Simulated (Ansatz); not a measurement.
# TiO: the cost of one run

Method: DFT r2SCAN+U, scalar-relativistic, plane waves, PAW, in Ansatz 0.2.0.

1 further run of the same task is left out (set aside as unsound or not needed).

## (1) The system as given

Symmetry: P6_3/mmc, No. 194, hexagonal system. Conventional cell: a = 2.863 Å, b = 2.863 Å, c = 5.571 Å, α = 90.00°, β = 90.00°, γ = 120.00°. Ti (site symmetry -6m2) is surrounded by 6 O at 2.16 Å. O (site symmetry -3m) is surrounded by 6 Ti at 2.16 Å.

Coordinates:

```cif
data_structure
_symmetry_space_group_name_H-M 'P6_3/mmc'
_symmetry_Int_Tables_number 194
_cell_length_a 2.8634
_cell_length_b 2.8634
_cell_length_c 5.5705
_cell_angle_alpha 90.000
_cell_angle_beta 90.000
_cell_angle_gamma 120.000
_cell_volume 39.55
loop_
_atom_site_label
_atom_site_type_symbol
_atom_site_symmetry_multiplicity
_atom_site_Wyckoff_symbol
_atom_site_fract_x
_atom_site_fract_y
_atom_site_fract_z
_atom_site_occupancy
Ti1 Ti 2 c 0.33333 0.66667 0.25000 1
O1 O 2 a 0.00000 0.00000 0.00000 1
```

It goes back to an entry of the Materials Project, which need not be the stable form.

It is the result of an earlier relaxation at this level (volume 9.89 Å³/atom; gap on the mesh: 0.11 eV).

## (2) The reference cell

Reference values: F = -6144.1349 eV; pressure -0.03 GPa; largest force 0.000 eV/Å; gap on the mesh 0.11 eV. It was computed beforehand with the settings of the runs below.

## (3) The scan: energy and stress against strain

The cell is strained by ε times the Voigt pattern (1, 0, 0, 0, 0, 0) (xx, yy, zz, yz, xz, xy; engineering shear), with fractional coordinates fixed (clamped ions). The stress on the pattern is the sum of the stress components weighted by it, tension positive.

## (4) ε = -0.1000

input.yaml reads:

```yaml
crystal:
  lattice:
    - [2.5770804742, 0.0, 0.0]
    - [-1.2885402371, 2.4797968425, 0.0]
    - [0.0, 0.0, 5.5705398661]
  atoms:
    - { symbol: Ti, position: [0.3333333333, 0.6666666667, 0.25] }
    - { symbol: Ti, position: [0.6666666667, 0.3333333333, 0.75] }
    - { symbol: O, position: [0.0, 0.0, 0.0] }
    - { symbol: O, position: [0.0, 0.0, 0.5] }
basis:
  ecutwfc: 500
kpoints:
  mp_grid: { grid: [12, 12, 6] }
hamiltonian:
  xc: r2scan
  hubbard: { sites: [{ species: Ti, l: d, u_eff: 4.0 }] }
scf:
  occupations: { method: gaussian, width: 0.03 }
output:
  forces: true
  stress: true
  eigenvalues: true
```

Run with:

```bash
ansatz run input.yaml --threads 1 --pin off --max-ram 2560MiB --backend cpu --events-out ev --progress --plain --runs-dir out
```

**Question.** How long does this run take on 1 thread of Intel Xeon at 2.50GHz (Skylake/Cascade Lake), shared host, and how much memory does it need?

About 66 s, with a peak of 0.67 GiB.
